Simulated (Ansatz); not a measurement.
The system is NaLaMnMoO6.

```
Na La Mn Mo O
1.0
     0.00000    3.86259    3.86259
     3.86259    0.00000    3.86259
     3.86259    3.86259    0.00000
Na La Mn Mo O
1 1 1 1 6
Direct
  0.25000 0.25000 0.25000
  0.75000 0.75000 0.75000
  0.50000 0.50000 0.50000
  0.00000 0.00000 0.00000
  0.74662 0.25338 0.25338
  0.25338 0.25338 0.74662
  0.25338 0.74662 0.25338
  0.74662 0.25338 0.74662
  0.74662 0.74662 0.25338
  0.25338 0.74662 0.74662
```

The cell was built by a generator and needn't be a form met in nature.

* Program: Ansatz 0.2.0
* Task: relaxation of cell and atoms
* Functional: r2SCAN
* Dispersion: D4
* Potentials or basis: Ansatz PAW
* Cutoff: 500 eV (not typed: the program's choice for these potentials)
* k mesh: 5 × 5 × 5
* Occupations: fermi-dirac, width 0.05 eV
* Spin: collinear spin, ferromagnetic start
* Starting moments: [0.0, 0.0, 4.0, 1.0, 0.0, 0.0, 0.0, 0.0, 0.0, 0.0] μB

At the start: volume 11.53 Å³/atom.

Task: Where does the relaxation end?

Result: It ends after 5 steps and the volume is 11.30 Å³/atom (-2.0 %); space group F-43m (No. 216, to 0.05 Å); moment 1.21 μB per cell.

The path:
| step | energy change (eV) | largest force (eV/Å) | volume (Å³) |
| --- | --- | --- | --- |
| 1 | 0.0000 | 0.3422 | 115.26 |
| 2 | -0.0351 | 0.2184 | 113.41 |
| 3 | -0.0404 | 0.0479 | 112.88 |
| 4 | -0.0406 | 0.0033 | 112.95 |
| 5 | -0.0392 | 0.0033 | 112.95 |

Final structure:
```cif
data_structure
_symmetry_space_group_name_H-M 'P 1'
_symmetry_Int_Tables_number 1
_cell_length_a 5.4259
_cell_length_b 5.4259
_cell_length_c 5.4259
_cell_angle_alpha 60.000
_cell_angle_beta 60.000
_cell_angle_gamma 60.000
_cell_volume 112.95
loop_
_atom_site_label
_atom_site_type_symbol
_atom_site_fract_x
_atom_site_fract_y
_atom_site_fract_z
_atom_site_occupancy
Na1 Na 0.25000 0.25000 0.25000 1
La1 La 0.75000 0.75000 0.75000 1
Mn1 Mn 0.50000 0.50000 0.50000 1
Mo1 Mo 0.00000 0.00000 0.00000 1
O1 O 0.74511 0.25489 0.25489 1
O2 O 0.25489 0.25489 0.74511 1
O3 O 0.25489 0.74511 0.25489 1
O4 O 0.74511 0.25489 0.74511 1
O5 O 0.74511 0.74511 0.25489 1
O6 O 0.25489 0.74511 0.74511 1
```

Caveat: the magnetic or orbital state may not be the lowest; the plane-wave basis is chosen anew once the cell has moved, so the energies of steps on either side of that aren't comparable; a cell with one magnetic atom can't hold antiferromagnetic order, which such compounds often take; pairwise dispersion overbinds metals, which lowers pressure and volume; the PAW data sets come from PBE, with cores solved anew for the run's functional, which leaves a small shift of forces and pressure; the starting moments weren't kept.
